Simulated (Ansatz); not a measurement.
## H₃O₂Sb, SMILES [OH][SbH][OH]: vertical and adiabatic energies of changing the electron count, step by step

Computed with Ansatz's Python interface.

Interactive session:
```pycon
>>> import itertools
>>> import warnings
>>> import ansatz as az
>>> from ase import Atoms
>>> from ase.data import atomic_numbers, covalent_radii
>>> import numpy as np
>>> warnings.simplefilter("ignore", az.DeckWarning)
>>> atoms = Atoms(["O", "Sb", "O", "H", "H", "H"], positions=[
...     [-1.1902, -0.7387, -0.1865],
...     [0.5121, 0.1447, -0.7583],
...     [1.1707, 0.1163, 1.1326],
...     [-1.768, -0.5333, -0.9726],
...     [-0.1348, 1.7618, -0.5643],
...     [1.4524, -0.8148, 1.3028],
... ])
>>> h3o2sb = az.Crystal.molecule_from_ase(atoms)
>>> model = h3o2sb.calculation()
>>> model = model.basis(gaussian="def2-SVP")
>>> model = model.functional("CAM-B3LYP")
>>> symbols = [site.symbol for site in h3o2sb.cartesian_sites]
>>> start = np.array([site.position_ang for site in h3o2sb.cartesian_sites], dtype=float)
>>> rep = model.relax(force_tolerance=0.01).run().report
>>> end = np.array(rep["positions_ang"])
>>> minimum = az.Crystal.molecule()
>>> for symbol, place in zip(symbols, end):
...     minimum = minimum.atom(symbol, place.tolist())
...
>>> ion = (
...     minimum.calculation()
...     .basis(gaussian="def2-SVP")
...     .functional("CAM-B3LYP")
...     .charge(1)
...     .spin("collinear", total=1)
... )
>>> vertical = ion.run().report
>>> settled = ion.relax(force_tolerance=0.01, max_steps=80).run().report
>>> print(f"vertical ionisation energy   {vertical['free_energy_ev'] - rep['free_energy_ev']:.3f} eV")
vertical ionisation energy   9.575 eV
>>> print(f"adiabatic, no zero point     {settled['free_energy_ev'] - rep['free_energy_ev']:.3f} eV")
adiabatic, no zero point     9.191 eV
>>> print(f"relaxation energy of the ion {vertical['free_energy_ev'] - settled['free_energy_ev']:.3f} eV")
relaxation energy of the ion 0.384 eV
>>> ionised = np.array(settled["positions_ang"])
>>> # pairs closer than 1.2 times the sum of covalent radii, before or after
>>> radius = [covalent_radii[atomic_numbers[s]] for s in symbols]
>>> span = lambda where, i, j: np.linalg.norm(where[i] - where[j])
>>> bonded = [(i, j) for i, j in itertools.combinations(range(len(symbols)), 2) if min(span(end, i, j), span(ionised, i, j)) < 1.2 * (radius[i] + radius[j])]
>>> print("pair        before    after (A)")
pair        before    after (A)
>>> for i, j in bonded:
...     print(f"{symbols[i]}{i}-{symbols[j]}{j}".ljust(10), f"{span(end, i, j):8.4f} {span(ionised, i, j):8.4f}")
...
O0-Sb1       1.9852   1.9266
O0-H3        0.9659   0.9743
Sb1-O2       1.9852   1.9266
Sb1-H4       1.7079   1.7051
O2-H5        0.9658   0.9743
```

What to keep in mind:
- The energies are electronic: no zero-point or thermal terms, and the basis set is short of its limit. The product may relax into another structure. Each relaxation finds its nearest minimum, which needn't be the lowest.
- def2 sets replace the cores of elements past krypton by effective core potentials.
- Run time: 71 s on 1 thread of Arm Neoverse V2, on a shared host, peak memory 0.27 GiB.
